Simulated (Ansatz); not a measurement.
**C8H12Si: how energies converge with the basis set**

One table from this session's results is given with a row withheld; the runs are named, their logs left out.

Computed with Ansatz 0.2.0, Gaussian basis. Level: one geometry, several basis sets.

Plan: PBE0-D4/def2-SVP; ωB97M-V/def2-SVP; PBE0-D4/def2-QZVPP; ωB97M-V/def2-QZVPP; the functionals' def2-TZVPP values are taken from earlier runs.

5 further runs of the same task are left out: 3 for a known fault of the program, 2 that didn't finish.

## The geometry

The geometry comes from an earlier relaxation with PBE0-D4 in a triple-zeta def2 set; it is a stationary point, not always the lowest conformer.

SMILES `C=C[Si](C=C)(C=C)C=C`, 21 atoms, charge 0, spin multiplicity 1.

Atoms are counted from 1 here; the program's logs count them from 0.

Bond lengths: C1–C2 1.330 Å, C1–H10 1.087 Å, C1–H11 1.086 Å, C2–Si3 1.867 Å, C2–H12 1.090 Å, Si3–C4 1.867 Å, Si3–C6 1.867 Å, Si3–C8 1.867 Å, C4–C5 1.331 Å, C4–H13 1.090 Å, C5–H14 1.086 Å, C5–H15 1.087 Å, C6–C7 1.330 Å, C6–H16 1.091 Å, C7–H17 1.087 Å, C7–H18 1.087 Å, C8–C9 1.330 Å, C8–H19 1.091 Å and more. Angles: C2–C1–H10 122.1°, C2–C1–H11 121.8°, H10–C1–H11 116.1°, C1–C2–Si3 124.9°, C1–C2–H12 117.6°, Si3–C2–H12 117.6°, C2–Si3–C4 111.7°, C2–Si3–C6 109.1°, C2–Si3–C8 109.2°, C4–Si3–C6 109.3°, C4–Si3–C8 109.1°, C6–Si3–C8 108.3°, Si3–C4–C5 124.8°, Si3–C4–H13 117.6°, C5–C4–H13 117.6°, C4–C5–H14 121.8°, C4–C5–H15 122.1°, H14–C5–H15 116.1° and more.

As a file:

```xyz
21
charge 0, multiplicity 1
C    -2.2903    0.6347    1.0341
C    -1.6003    0.5833   -0.1022
Si    0.2045    0.1232   -0.2355
C     0.7141   -1.0706    1.1069
C    -0.0809   -1.9904    1.6474
C     0.5137   -0.6557   -1.9044
C     0.8966   -1.9169   -2.0833
C     1.2449    1.6686   -0.1068
C     0.7633    2.8723    0.1905
H    -3.3369    0.9271    1.0626
H    -1.8381    0.3836    1.9895
H    -2.1226    0.8478   -1.0217
H     1.7439   -1.0234    1.4607
H    -1.1198   -2.0964    1.3475
H     0.2674   -2.6772    2.4146
H     0.3756   -0.0350   -2.7905
H     1.0671   -2.3367   -3.0712
H     1.0525   -2.5866   -1.2420
H     2.3162    1.5800   -0.2913
H     1.3991    3.7513    0.2575
H    -0.2945    3.0274    0.3845
```

Set-up of the first run:

in.yaml

```yaml
crystal:
  periodic: [false, false, false]
  atoms:
    - {symbol: C, position_ang: [-2.290319, 0.634740, 1.034139]}
    - {symbol: C, position_ang: [-1.600312, 0.583347, -0.102246]}
    - {symbol: Si, position_ang: [0.204457, 0.123193, -0.235548]}
    - {symbol: C, position_ang: [0.714080, -1.070616, 1.106879]}
    - {symbol: C, position_ang: [-0.080905, -1.990438, 1.647439]}
    - {symbol: C, position_ang: [0.513738, -0.655677, -1.904369]}
    - {symbol: C, position_ang: [0.896642, -1.916888, -2.083282]}
    - {symbol: C, position_ang: [1.244853, 1.668569, -0.106824]}
    - {symbol: C, position_ang: [0.763274, 2.872310, 0.190521]}
    - {symbol: H, position_ang: [-3.336872, 0.927137, 1.062598]}
    - {symbol: H, position_ang: [-1.838109, 0.383608, 1.989457]}
    - {symbol: H, position_ang: [-2.122594, 0.847769, -1.021746]}
    - {symbol: H, position_ang: [1.743926, -1.023425, 1.460705]}
    - {symbol: H, position_ang: [-1.119771, -2.096359, 1.347526]}
    - {symbol: H, position_ang: [0.267448, -2.677203, 2.414643]}
    - {symbol: H, position_ang: [0.375570, -0.034997, -2.790506]}
    - {symbol: H, position_ang: [1.067053, -2.336729, -3.071248]}
    - {symbol: H, position_ang: [1.052526, -2.586558, -1.241990]}
    - {symbol: H, position_ang: [2.316157, 1.580048, -0.291276]}
    - {symbol: H, position_ang: [1.399081, 3.751307, 0.257522]}
    - {symbol: H, position_ang: [-0.294523, 3.027364, 0.384509]}
basis:
  gaussian: {orbitals: def2-SVP}
hamiltonian: {xc: pbe0, dispersion: d4}
output: {orbitals: {seedname: orbitals}}
```

Started as:

```console
> ansatz run in.yaml --threads 2 --pin off --events-out ev --progress --plain --max-ram 32768MiB --backend cpu
```

Among the steps run: PBE0-D4 in def2-SVP; ωB97M-V in def2-SVP; PBE0-D4 in def2-QZVPP; ωB97M-V in def2-QZVPP.

One table of the session follows, with a row left open; its other results are not shown here.

It belongs to the step «Density functionals: the series». 

```
functional       basis  HOMO (eV)
   PBE0-D4    def2-SVP      -7.53
   PBE0-D4  def2-TZVPP      -7.59
   PBE0-D4  def2-QZVPP          ?
   ωB97M-V    def2-SVP      -9.75
   ωB97M-V  def2-QZVPP      -9.83
```

Estimate the missing values for PBE0-D4, def2-QZVPP.

As computed: HOMO (eV): -7.61. In the column «HOMO (eV)» it lies between ωB97M-V, def2-SVP (-9.75) and PBE0-D4, def2-TZVPP (-7.59).
